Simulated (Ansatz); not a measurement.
**CH5BF2Si: a ladder of functionals and wavefunction methods**

An exercise on one series of results from a longer session: the logs are not shown, and one member is left open.

The runs use Ansatz 0.2.0, Gaussian basis; functionals in def2-TZVPP, the program's frozen cores in correlated methods.

Plan: PBE-D4, r2SCAN-D4, PBE0-D4, B3LYP-D4, ωB97X-V, ωB97M-V, B2PLYP; CCSD(T)/def2-TZVPP; MP2/def2-QZVPP; extrapolation to the limit.

**The relaxed structure**

All runs share one geometry, relaxed beforehand with PBE0-D4 in a triple-zeta def2 set.

SMILES `C[SiH2]B(F)F`, 10 atoms, charge 0, spin multiplicity 1.

Atoms are counted from 1 here; the program's logs count them from 0.

Bond lengths: C1–Si2 1.871 Å, C1–H6 1.092 Å, C1–H7 1.092 Å, C1–H8 1.092 Å, Si2–B3 2.036 Å, Si2–H9 1.490 Å, Si2–H10 1.490 Å, B3–F4 1.322 Å, B3–F5 1.321 Å. Angles: Si2–C1–H6 110.7°, Si2–C1–H7 110.8°, Si2–C1–H8 110.9°, H6–C1–H7 107.9°, H6–C1–H8 108.2°, H7–C1–H8 108.2°, C1–Si2–B3 112.0°, C1–Si2–H9 111.0°, C1–Si2–H10 111.0°, B3–Si2–H9 107.7°, B3–Si2–H10 107.7°, H9–Si2–H10 107.3°, Si2–B3–F4 122.3°, Si2–B3–F5 121.9°, F4–B3–F5 115.8°.

Set-up of the first run:

The input, in.yaml:

```yaml
crystal:
  periodic: [false, false, false]
  atoms:
    - {symbol: C, position_ang: [-1.065082, -0.937654, 0.482469]}
    - {symbol: Si, position_ang: [0.437556, 0.174616, 0.566436]}
    - {symbol: B, position_ang: [0.891275, 0.979204, -1.247873]}
    - {symbol: F, position_ang: [0.182679, 0.717753, -2.333440]}
    - {symbol: F, position_ang: [1.915465, 1.796949, -1.412071]}
    - {symbol: H, position_ang: [-0.897515, -1.762033, -0.214017]}
    - {symbol: H, position_ang: [-1.939997, -0.380870, 0.140022]}
    - {symbol: H, position_ang: [-1.292411, -1.360614, 1.463100]}
    - {symbol: H, position_ang: [0.217578, 1.299508, 1.518831]}
    - {symbol: H, position_ang: [1.633651, -0.578057, 1.039544]}
basis:
  gaussian: {orbitals: def2-TZVPP}
hamiltonian: {xc: pbe, dispersion: d4}
output: {forces: true, orbitals: {seedname: orbitals}}
```

On the command line:

```bash
> ansatz run in.yaml --threads 4 --pin off --events-out ev --progress --plain --max-ram 10444MiB
```

Among the steps run: PBE-D4 (GGA); r2SCAN-D4 (meta-GGA); PBE0-D4 (hybrid); B3LYP-D4 (hybrid); ωB97X-V (range-separated); ωB97M-V (range-separated); B2PLYP (double hybrid); CCSD(T) in def2-TZVPP; MP2 in def2-QZVPP.

One of the session's tables, all rows but one given; the rest of the session is left out.

It belongs to the step «Atomisation energies». 

| method | atomisation energy (kJ/mol) |
| --- | --- |
| PBE-D4 | 3896.8 |
| r2SCAN-D4 | 3864.1 |
| PBE0-D4 | 3838.8 |
| B3LYP-D4 | 3841.5 |
| ωB97X-V | 3857.3 |
| ωB97M-V | 3855.5 |
| B2PLYP | 3812.5 |
| HF/def2-TZVPP | 2962.4 |
| MP2/def2-TZVPP | 3829.1 |
| CCSD/def2-TZVPP | 3710.0 |
| CCSD(T)/def2-TZVPP | ? |
| MP2/CBS | 3914.7 |
| CCSD(T)/CBS | 3841.5 |

Q: Estimate the row for CCSD(T)/def2-TZVPP from the others.

The run gave: atomisation energy (kJ/mol): 3755.8. In the column «atomisation energy (kJ/mol)» it lies between CCSD/def2-TZVPP (3710.0) and B2PLYP (3812.5).

To keep in mind: Free atoms (1 C, 1 Si, 1 B, 2 F, 5 H) were run apart at each level; the atomisation energy is their sum less the molecule, without zero-point or spin-orbit terms.
